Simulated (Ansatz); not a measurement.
# C₇H₇O radical: energies up the ladder

The task here is to estimate one member of a computed series from the others.

Computed with Ansatz 0.2.0 (the levels named in each step, unless a step's input says otherwise).

## Starting point

Bond lengths (14 of 15 bonds, heavy atoms first): C1–C2 1.485 Å, C2–C3 1.375 Å, C3–C4 1.391 Å, C4–C5 1.400 Å, C5–C6 1.364 Å, C2–C7 1.465 Å, C6–C7 1.448 Å, C7–O8 1.238 Å, C1–H9 1.087 Å, C1–H10 1.087 Å, C1–H11 1.094 Å, C3–H12 1.082 Å, C4–H13 1.080 Å, C5–H14 1.081 Å. Angles (14 of 24 angles, heavy atoms first): C1–C2–C3 122.8°, C1–C2–C7 117.3°, C3–C2–C7 119.9°, C2–C3–C4 121.5°, C3–C4–C5 120.3°, C4–C5–C6 120.4°, C5–C6–C7 121.6°, C2–C7–C6 116.3°, C2–C7–O8 121.6°, C6–C7–O8 122.1°, C2–C1–H9 109.7°, C2–C1–H10 111.7°, C2–C1–H11 109.6°, C2–C3–H12 119.3°.

Structure file:

```xyz
15

C    -2.2732   -0.5037   -0.2581
C    -0.7968   -0.4232   -0.1192
C     0.0193   -1.5276   -0.1825
C     1.3997   -1.4195   -0.0526
C     1.9949   -0.1676    0.1451
C     1.2285    0.9582    0.2165
C    -0.2133    0.9033    0.0926
O    -0.9179    1.9184    0.1631
H    -2.7483   -0.0948    0.6303
H    -2.6071   -1.5259   -0.4158
H    -2.5975    0.1221   -1.0942
H    -0.4220   -2.5031   -0.3369
H     2.0162   -2.3041   -0.1050
H     3.0693   -0.1011    0.2413
H     1.6647    1.9340    0.3689
```

Set-up of the first run:

input.yaml

```yaml
crystal:
  periodic: [false, false, false]
  atoms:
    - { symbol: C, position_ang: [-2.27322, -0.50372, -0.25811] }
    - { symbol: C, position_ang: [-0.79678, -0.42317, -0.11924] }
    - { symbol: C, position_ang: [0.0193, -1.52759, -0.18246] }
    - { symbol: C, position_ang: [1.3997, -1.41948, -0.05259] }
    - { symbol: C, position_ang: [1.99487, -0.16758, 0.1451] }
    - { symbol: C, position_ang: [1.22853, 0.95824, 0.21646] }
    - { symbol: C, position_ang: [-0.21329, 0.90329, 0.09264] }
    - { symbol: O, position_ang: [-0.91788, 1.91837, 0.16309] }
    - { symbol: H, position_ang: [-2.74825, -0.09481, 0.63027] }
    - { symbol: H, position_ang: [-2.60705, -1.52586, -0.41584] }
    - { symbol: H, position_ang: [-2.59748, 0.12211, -1.09419] }
    - { symbol: H, position_ang: [-0.422, -2.50307, -0.33687] }
    - { symbol: H, position_ang: [2.01615, -2.30411, -0.10504] }
    - { symbol: H, position_ang: [3.06926, -0.10112, 0.24134] }
    - { symbol: H, position_ang: [1.66468, 1.93397, 0.36892] }
magnetization:
  spin_polarized: true
  initial_magnetization: 1
basis:
  gaussian: { orbitals: def2-SVPD }
hamiltonian:
  xc: pbe
  dispersion: d4
relax:
  f_tol: 0.03
  max_steps: 200
```

Started as:

```sh
ansatz run input.yaml --threads 8 --pin off --max-ram 22528MiB --backend cpu --events-out ev --progress --plain --runs-dir out
```

Steps of the session up to this table: A rough first relaxation, PBE-D4/def2-SVPD; Relaxation, PBE0-D4/def2-TZVPD; Relaxation, PBE0-D4/def2-SVPD; Frequencies, PBE0-D4/def2-SVPD; Single point, PBE-D4/def2-TZVPPD; Single point, r2SCAN-D4/def2-TZVPPD; Single point, B3LYP-D4/def2-TZVPPD; Single point, wB97M-V/def2-TZVPPD; Single point, B2PLYP/def2-TZVPPD; Single point, PBE0-D4/def2-TZVPPD; Single point, LDA/def2-TZVPPD; Single point, PBE0-D4/def2-SVPD; Single point, PBE-D4/def2-SVPD; The anion of multiplicity 1 at the same geometry, PBE0-D4/def2-TZVPPD; The anion of multiplicity 1 at the same geometry, PBE-D4/def2-TZVPPD; The anion of multiplicity 1 at the same geometry, r2SCAN-D4/def2-TZVPPD; The anion of multiplicity 1 at the same geometry, B3LYP-D4/def2-TZVPPD; The anion of multiplicity 1 at the same geometry, wB97M-V/def2-TZVPPD; The anion of multiplicity 1 at the same geometry, B2PLYP/def2-TZVPPD.

One of the session's tables, all rows but one given; the rest of the session is left out.

It belongs to the step «Vertical electron affinity». 

| level | vertical electron affinity (eV) | from B2PLYP/def2-TZVPPD (eV) |
| --- | --- | --- |
| PBE0-D4/def2-TZVPPD | 2.005 | -0.109 |
| PBE-D4/def2-TZVPPD | 2.082 | -0.031 |
| r2SCAN-D4/def2-TZVPPD | 1.954 | -0.160 |
| B3LYP-D4/def2-TZVPPD | ? | ? |
| wB97M-V/def2-TZVPPD | 1.997 | -0.116 |
| B2PLYP/def2-TZVPPD | 2.113 | -0.000 |

Q: Estimate the row for B3LYP-D4/def2-TZVPPD from the others.

The run gave: vertical electron affinity (eV): 2.084; from B2PLYP/def2-TZVPPD (eV): -0.029. In the column «vertical electron affinity (eV)» it lies between PBE-D4/def2-TZVPPD (2.082) and B2PLYP/def2-TZVPPD (2.113).
